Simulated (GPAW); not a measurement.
Wanted: an ASE script for a GPAW 26.7.0 run.

```
Task                : single point
Functional          : PBE
Potentials or basis : GPAW PAW data sets (gpaw-data 1.2.1)
Cutoff              : 600 eV
Basis               : pw
k mesh              : 7 × 7 × 7
Occupations         : fermi-dirac, width 0.05 eV
Spin                : no spin polarisation
Maxiter             : 150
```

The structure of GaGe3 lies in GaGe3.xyz:

```xyz
4
Lattice="0.0000000000 3.3871670000 3.3871670000 3.3871670000 0.0000000000 3.3871670000 3.3871670000 3.3871670000 0.0000000000" Properties=species:S:1:pos:R:3 pbc="T T T"
Ge     3.3729679959      3.3938871393      3.4159579195
Ge     5.0737560001      5.0998168630      5.1187274164
Ge     1.7175036734      1.6971467997      1.7076334687
Ga    -0.0237677508      0.0694132133     -0.0266028096
```

The cell comes from a database or a generator and needn't be the stable form of this composition.

The cell isn't the ideal one: atoms moved at random, drawn with an rms of 0.05 Å.

The input as run:

run.py

```python
from ase.dft.bandgap import bandgap
from ase.io import read, write
from ase.units import GPa
from gpaw import GPAW, PW

atoms = read('GaGe3.xyz')

calc = GPAW(mode=PW(600),
            xc='PBE',
            kpts={'size': (7, 7, 7), 'gamma': True},
            occupations={'name': 'fermi-dirac', 'width': 0.05},
            nbands=18,
            convergence={'density': 1e-05, 'energy': 1e-05},
            maxiter=150,
            txt='gpaw.txt')
atoms.calc = calc
energy = atoms.get_potential_energy()
forces = atoms.get_forces()
stress = atoms.get_stress()
calc.write('gs.gpw')
write('result.traj', atoms)
print(f'Energy: {energy:.6f} eV')
print('Forces (eV/A):')
print(forces.round(4))
print('Stress (GPa):', (stress / GPa).round(3))
print('Fermi level:', round(calc.get_fermi_level(), 4), 'eV')
print(f'Gap: {bandgap(calc)[0]:.4f} eV, direct: {bandgap(calc, direct=True)[0]:.4f} eV')
```

Potentials or basis: GPAW PAW data sets (gpaw-data 1.2.1), pw.

Run with:

```sh
$ OMP_NUM_THREADS=1 python run.py
```

Results of the run:

- Pressure: -0.7 GPa
- Largest force: 0.184 eV/Å
- Band gap on the k mesh: none (metal or under the smearing width)

Run time: 78 s on 1 thread of INTEL(R) XEON(R) PLATINUM 8581C CPU @ 2.30GHz (Emerald Rapids), with other jobs on the host, peak memory 0.39 GiB.
